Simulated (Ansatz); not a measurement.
# NbRu3C (Pm-3m) in Ansatz: band structure with PBEsol

Aim: the band structure of NbRu3C with PBEsol.

All numbers are computed with Ansatz 0.2.0; they aren't measurements. Logs are shortened: lines on timing, memory, paths and dates and some standing lists are left out, and cuts for length are marked.

## (1) The structure

Symmetry: Pm-3m, No. 221, cubic system. Conventional cell: a = 4.065 Å, b = 4.065 Å, c = 4.065 Å, α = 90.00°, β = 90.00°, γ = 90.00°. Ru (site symmetry 4/mmm) has 2 C at 2.03 Å as nearest neighbours. Around Nb (site symmetry m-3m) lie 12 Ru at 2.87 Å. Around C (site symmetry m-3m) lie 6 Ru at 2.03 Å.

The cell comes from a database or a generator and needn't be the stable form of this composition.

## (2) Band structure, PBEsol

Input file input.yaml:

```yaml
crystal:
  lattice:
    - [4.065138, 0.0, 0.0]
    - [0.0, 4.065138, 0.0]
    - [0.0, 0.0, 4.065138]
  atoms:
    - { symbol: Ru, position: [0.5, 0.5, 0.0] }
    - { symbol: Ru, position: [0.5, 0.0, 0.5] }
    - { symbol: Ru, position: [0.0, 0.5, 0.5] }
    - { symbol: Nb, position: [0.0, 0.0, 0.0] }
    - { symbol: C, position: [0.5, 0.5, 0.5] }
hamiltonian:
  xc: pbesol
  pseudopotentials: { kind: paw }
kpoints:
  mp_grid: { grid: [7, 7, 7] }
  band_path:
    path:
      - [[0.0, 0.0, 0.0], [0.0, 0.5, 0.0], [0.5, 0.5, 0.0], [0.0, 0.0, 0.0], [0.5, 0.5, 0.5], [0.0, 0.5, 0.0]]
      - [[0.5, 0.5, 0.0], [0.5, 0.5, 0.5]]
    npoints: 14
scf:
  occupations: { method: fermi_dirac, width: 0.05 }
  n_extra_bands: 12
output:
  forces: true
  stress: true
  eigenvalues: true
  fatbands: true
  write_density: true
  write_potential: true
  elf: true
  volumetric_format: npy
```

Potentials or basis: Ansatz PAW.

Run with:

```console
> ansatz run input.yaml --threads 2 --pin off --max-ram 5632MiB --backend cpu --events-out ev --progress --plain --runs-dir out
```

Log:

```text
Warning: RAYON_NUM_THREADS=2 ignored (pool sized by the plan → 2); use --threads N
scf.n_extra_bands = 12 over 33 filled bands (N_el = 65.0): the run solves 45 bands
Engine: ansatz 0.2.0, aarch64-unknown-linux-gnu
Pseudopotentials: kind: paw
Pseudopotential: Ru, paw, valence charge 16, recommended cutoff 420 eV (normal), Ru.paw.azcp
Pseudopotential: Nb, paw, valence charge 13, recommended cutoff 420 eV (normal), Nb.paw.azcp
Pseudopotential: C, paw, valence charge 4, recommended cutoff 420 eV (normal), C.paw.azcp
Functional definition: PBEsol
  exchange = pbesol_x
  correlation = pbesol_c
Crystal: 5 atoms, lattice volume = 67.178 Å³
Basis set: ecut = 420 eV, 1357 PW (Γ), exchange–correlation on 60×60×60 points (8 copies of the dense FFT grid, shifted against one another)
Bands: 45, of which v1, the nominal top of the filled ones, is band 33 counted from 1 (32 counted from 0)
Symmetry: 48 space group operations
Space group: Pm-3m (ITA 221), of the structure as read, at distance tolerance 4.1e-5 Å
k-points: 20 of 343
Non-local potential: Ru, projectors of the file, l = 0: 3, l = 1: 2, l = 2: 2, l = 3: 1
Non-local potential: Nb, projectors of the file, l = 0: 3, l = 1: 2, l = 2: 2, l = 3: 1
Non-local potential: C, projectors of the file, l = 0: 2, l = 1: 2, l = 2: 1
PAW form: soft (Blöchl's): semilocal exchange-correlation on the pseudo side does not see the compensation charge
PAW frozen core: Ru, regenerated for the run's functional, and the local potential with it (the file was generated under x = pbe(κ = 0.804, μ = 0.2195149727645171), c = pbe(β = 0.06672455060314922))
PAW frozen core: Nb, regenerated for the run's functional, and the local potential with it (the file was generated under x = pbe(κ = 0.804, μ = 0.2195149727645171), c = pbe(β = 0.06672455060314922))
PAW frozen core: C, regenerated for the run's functional, and the local potential with it (the file was generated under x = pbe(κ = 0.804, μ = 0.2195149727645171), c = pbe(β = 0.06672455060314922))
PAW one-centre angular grid: Ru, 590 points (default); XC on 64 Gauss nodes
PAW one-centre angular grid: Nb, 590 points (default); XC on 64 Gauss nodes
PAW one-centre angular grid: C, 110 points (default); XC on 64 Gauss nodes
Initial density: superposition of atomic densities (neutral atoms: chi_scale 0, normalization atom), corrected by the library's trained network
Initial wavefunctions: pseudopotential atomic-orbital guess
Functional: x = pbesol(κ = 0.804, μ = 0.12345679012345678), c = pbesol(β = 0.046)
SCF iter   1: F=—  HF=-22191.877187 eV  |F-HF|=—  |Δ(HF+E_count)|=         —  Δρ=1.14e-2  dr2=4.69e-2  ethr=1.77e-3  ⟨swp⟩=5.6  Hψ=3447  notcnv=0  defer=10
preconditioner: auto → Kerker (q_TF=auto, 2.713 Å⁻¹)  [metal: Δε(μ)=0.056 eV  Ē_g=7.894 eV  σ=0.050 eV  W_gap=0.26  n_scr=26 (ndim 8)  ℏωp=26.0 eV  f_vac=0.000  D(μ)=2.67/eV (n_scr^D=26)]
SCF iter   2: F=—  HF=-22191.869829 eV  |F-HF|=—  |Δ(HF+E_count)|=   7.36e-3  Δρ=6.20e-3  dr2=1.56e-2  ethr=7.22e-5  ⟨swp⟩=1.7  Hψ=1193  notcnv=0  defer=23
SCF iter   3: F=—  HF=-22191.866001 eV  |F-HF|=—  |Δ(HF+E_count)|=   3.83e-3  Δρ=5.70e-4  dr2=2.75e-4  ethr=2.40e-5  ⟨swp⟩=2.0  Hψ=1285  notcnv=0  defer=23
SCF iter   4: F=—  HF=-22191.865956 eV  |F-HF|=—  |Δ(HF+E_count)|=   4.54e-5  Δρ=1.59e-4  dr2=1.34e-5  ethr=4.23e-7  ⟨swp⟩=2.4  Hψ=1281  notcnv=0  defer=23
SCF iter   5: F=—  HF=-22191.865974 eV  |F-HF|=—  |Δ(HF+E_count)|=   1.85e-5  Δρ=2.94e-5  dr2=5.67e-7  ethr=2.06e-8  ⟨swp⟩=2.4  Hψ=1396  notcnv=0  defer=23
SCF iter   6: F=-22191.865974 eV  HF=-22191.865974 eV  |F-HF|=2.33e-9  |Δ(HF+E_count)|=   1.32e-7  Δρ=5.52e-6  dr2=1.59e-8  ethr=1.54e-10  ⟨swp⟩=12.5  Hψ=5511  notcnv=0
SCF 1 converged in 6 iterations: F = -22191.865974 eV  dr2 = 1.59e-8
NSCF: frozen V_eff on 86 k-points
SCF converged after 6 iterations
Free energy (F): -22191.865974 eV
Harris-Foulkes:  -22191.865974 eV  (|F-HF|=2.33e-9)
Internal energy: -22191.843170 eV  (E = F + TS)
E sigma→0 (E₀):  -22191.854572 eV
Entropy (-TS):   -0.022804 eV (-4.561 meV/atom)
Fermi energy:    20.535366 eV
--- Per-component energies (eV) ---
  E_band       = -325.350481
  E_kinetic    = 2021.552596
  E_local      = -5083.725380  (includes V_loc(G=0)·N_el)
  E_nonlocal   = 1182.638297
  E_hartree    = 1661.072851
  E_xc         = -789.253853
  E_vxc        = -986.083235  (∫ρ·V_xc dr)
  E_paw        = -13310.859038  (= ΣΔE_a)
  E_vpaw       = -781.877568  (= ΣTr[D̂ρ^β])
  E_aug_tail   = -0.000570  (compensation charges beyond the density's cutoff)
  E_ewald      = -7874.237771
  E_core_change = 0.969697  (= ΣΔE_core)
  E_smearing   = -0.022804  (= −TS)
  E_closure    = 0.000000  (closes the sum)
  Σ components = -22191.865974   (vs F -22191.865974, Δ=0.00e0)
--- Forces (eV/Å), atoms counted from 1 ---
  atom   1  Ru     0.00000000    -0.00000000     0.00000000
  atom   2  Ru     0.00000000    -0.00000000    -0.00000000
  atom   3  Ru     0.00000000     0.00000000     0.00000000
  atom   4  Nb    -0.00000000     0.00000000     0.00000000
  atom   5  C      0.00000000    -0.00000000    -0.00000000
  max |Σ_I F_I| component: 2.87e-28 eV/Å
--- Stress (GPa, compression-positive) ---
      -11.811067      -0.000000       0.000000
        0.000000     -11.811067       0.000000
        0.000000       0.000000     -11.811067
  P = ⅓ Tr σ = -11.8111 GPa (-118.111 kbar)
--- Band table (eV; the first three rows and the last of 20) ---
  k-point 0: bands = ["-52.6576", "-52.5766", "-52.5766", "-35.3855", "-23.1016", "-23.1016", "-23.1016", "-22.4419", "-22.4419", "-22.4419", "-22.4405", "-22.4405", "-22.4405", "-11.4108", "-11.4108", "-11.4108", "6.0009", "13.5938", "14.9562", "14.9562", "14.9863", "14.9863", "14.9863", "17.2804", "17.2804", "17.2804", "17.9758", "17.9758", "17.9758", "19.1485", "19.1485", "21.1594", "21.1823", "21.1823", "21.1823", "22.3742", "22.3742", "23.4719", "23.4719", "23.4719", "25.6734", "25.6734", "25.6734", "26.9404", "30.8683"]
  k-point 1: bands = ["-52.6541", "-52.5802", "-52.5766", "-35.3856", "-23.0959", "-23.0959", "-23.0915", "-22.4530", "-22.4472", "-22.4472", "-22.4415", "-22.4408", "-22.4408", "-11.4191", "-11.4126", "-11.4126", "6.1577", "13.8017", "15.0310", "15.0310", "15.0857", "15.0982", "15.1414", "16.1889", "17.1403", "17.1403", "17.8056", "18.1783", "18.1783", "19.1713", "19.5564", "20.9503", "21.1829", "21.2181", "21.2181", "22.2510", "22.3202", "22.6658", "22.6658", "23.4607", "25.3209", "26.4956", "26.4956", "27.0212", "29.6866"]
  k-point 2: bands = ["-52.6445", "-52.5898", "-52.5766", "-35.3858", "-23.0828", "-23.0828", "-23.0676", "-22.4792", "-22.4610", "-22.4610", "-22.4438", "-22.4402", "-22.4402", "-11.4378", "-11.4166", "-11.4166", "6.5564", "14.1745", "14.7786", "15.1285", "15.1285", "15.3617", "15.4788", "15.6366", "16.9582", "16.9582", "17.3752", "18.5693", "18.5693", "19.2004", "19.3131", "20.3694", "21.1842", "21.3201", "21.3201", "21.4233", "21.4233", "21.8463", "22.0133", "23.4387", "25.3814", "27.0259", "27.7562", "27.7562", "28.8127"]
  k-point 19: bands = ["-52.6061", "-52.6021", "-52.6021", "-35.3838", "-23.4041", "-22.8564", "-22.8564", "-22.6339", "-22.6328", "-22.6328", "-22.3228", "-22.3228", "-22.3205", "-11.4291", "-11.4258", "-11.4258", "9.1736", "12.1287", "12.1287", "12.3139", "15.3366", "16.3530", "16.4142", "16.4142", "17.5820", "17.5820", "17.7631", "18.5005", "18.5005", "19.7094", "19.7094", "20.1680", "20.9615", "21.4713", "21.4980", "21.4980", "21.6698", "21.6698", "23.0682", "23.0682", "25.8031", "25.8031", "26.1936", "29.1973", "29.3535"]
```

Run time: 7.3 s. Hardware: 2 threads of Arm Neoverse V2, shared host; peak memory 0.42 GiB.

Results:

```
Free energy            : -22191.8660 eV
Pressure               : -11.8 GPa
Band gap on the k mesh : none (metal or under the smearing width)
```

Levels at the corners of the path, in eV from the Fermi level:
```csv
point,band 30,band 31,band 32,band 33,band 34,band 35
Γ,-1.39,-1.39,0.62,0.65,0.65,0.65
X,-1.40,-1.40,-0.75,-0.28,-0.28,0.55
M,-2.38,-1.61,-1.27,-0.91,0.37,0.37
Γ,-1.39,-1.39,0.62,0.65,0.65,0.65
R,0.17,0.17,0.17,0.42,0.42,0.42
X,-1.40,-1.40,-0.75,-0.28,-0.28,0.55
M,-2.38,-1.61,-1.27,-0.91,0.37,0.37
R,0.17,0.17,0.17,0.42,0.42,0.42
```

Caveat: the PAW data sets come from PBE, with cores solved anew for the run's functional, which leaves a small shift of forces and pressure.

## (3) The reference run

An earlier run on the cell as given: functional PBEsol; potentials or basis Ansatz PAW; cutoff 420 eV (not typed: the program's choice for these potentials); k mesh 7 × 7 × 7; occupations fermi-dirac, width 0.05 eV; no spin polarisation.

- Pressure: -11.8 GPa
- Band gap on the k mesh: none (metal or under the smearing width)
